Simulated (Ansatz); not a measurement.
**SiGeHO+ (quintet): the correlation ladder, cc-pVDZ**

Aim: climb from Hartree-Fock through coupled cluster for SiGeHO+ (quintet) at one geometry and basis, and see what each rung misses.

Program: Ansatz 0.2.0, Gaussian basis. Level of theory: cc-pVDZ, core rule «outside noble gas», up to 20 orbitals frozen. These are calculated values, not measurements.

Plan: UHF; CCSD(T) on ROHF; CCSD(T) on UHF; BCCD(T) on ROHF; CISD as a restricted active space (open shells left free, so some higher excitations enter); CCSDT(Q) on ROHF; CCSDT(Q) on UHF.

24 further runs of the same task are left out: 12 that didn't finish, 12 set aside as unsound or not needed. Runs told in other sessions of the task aren't counted.

### 1 The geometry

The geometry is a PBE0/def2-TZVP stationary point (not a proven minimum) of the parent state, kept for this charge and spin. No spin-orbit coupling is included. The filled d shell of Ge may be among the frozen orbitals whatever the setting's name suggests.

4 atoms, charge 1, spin multiplicity 5.

Atoms are counted from 1 here; the program's logs count them from 0.

Bond lengths: Ge1–O2 1.777 Å, Ge1–H4 1.564 Å, O2–Si3 1.641 Å. Angles: O2–Ge1–H4 115.7°, Ge1–O2–Si3 150.5°.

Geometry (Å):

```xyz
4
charge 1, multiplicity 5
Ge    0.0000    0.0048    1.0212
O     0.0000   -0.3597   -0.7184
Si    0.0000    0.1377   -2.2822
H     0.0000    1.5230    1.3966
```

### 2 UHF

Input file in.yaml:

```yaml
crystal:
  periodic: [false, false, false]
  atoms:
    - {symbol: Ge, position_ang: [0.000000, 0.004847, 1.021232]}
    - {symbol: O, position_ang: [0.000000, -0.359730, -0.718378]}
    - {symbol: Si, position_ang: [0.000000, 0.137734, -2.282184]}
    - {symbol: H, position_ang: [0.000000, 1.522968, 1.396565]}
basis:
  gaussian: {orbitals: cc-pVDZ}
total_charge: 1
magnetization: {spin_polarized: true, initial_magnetization: 4}
hamiltonian: {xc: hf}
output: {orbitals: {seedname: orbitals}}
```

Started as:

```
> ansatz run in.yaml --threads 1 --pin off --events-out ev --progress --plain --max-ram 2393MiB
```

Further steps of the session: CCSD(T) on ROHF; CCSD(T) on UHF; BCCD(T) on ROHF; CISD as a restricted active space (open shells left free, so some higher excitations enter); CCSDT(Q) on ROHF; CCSDT(Q) on UHF.

**Question.** What will the summary of the whole plan be? Wanted: UCCSDT(Q) from the RHF energy; RMP2 from UCCSDT(Q); UMP2 from UCCSDT(Q); RCCSD from UCCSDT(Q); RCCSD(T) from UCCSDT(Q); UCCSD(T) from UCCSDT(Q); RCCSDT(Q) from UCCSDT(Q); T1 diagnostic.

The runs gave:

| quantity | value |
| --- | --- |
| UCCSDT(Q) from the ROHF energy | -8.7761 eV |
| RMP2 from UCCSDT(Q) | +21.86 kcal/mol |
| UMP2 from UCCSDT(Q) | +23.40 kcal/mol |
| RCCSD from UCCSDT(Q) | +9.16 kcal/mol |
| RCCSD(T) from UCCSDT(Q) | +1.92 kcal/mol |
| UCCSD(T) from UCCSDT(Q) | +2.17 kcal/mol |
| RCCSDT(Q) from UCCSDT(Q) | +0.39 kcal/mol |
| levels within 1 kcal/mol (43 meV) | UCCSDT, RCCSDT(Q) |
| T1 diagnostic | 0.038 |

RCCSD(T) lands +1.92 kcal/mol from the yardstick (1.0 % of the correlation energy). Coupled cluster took another determinant than the lowest Hartree-Fock one. These misses are within one basis, not against nature; the frozen cores of restricted and unrestricted runs differ, which can shift their rows.
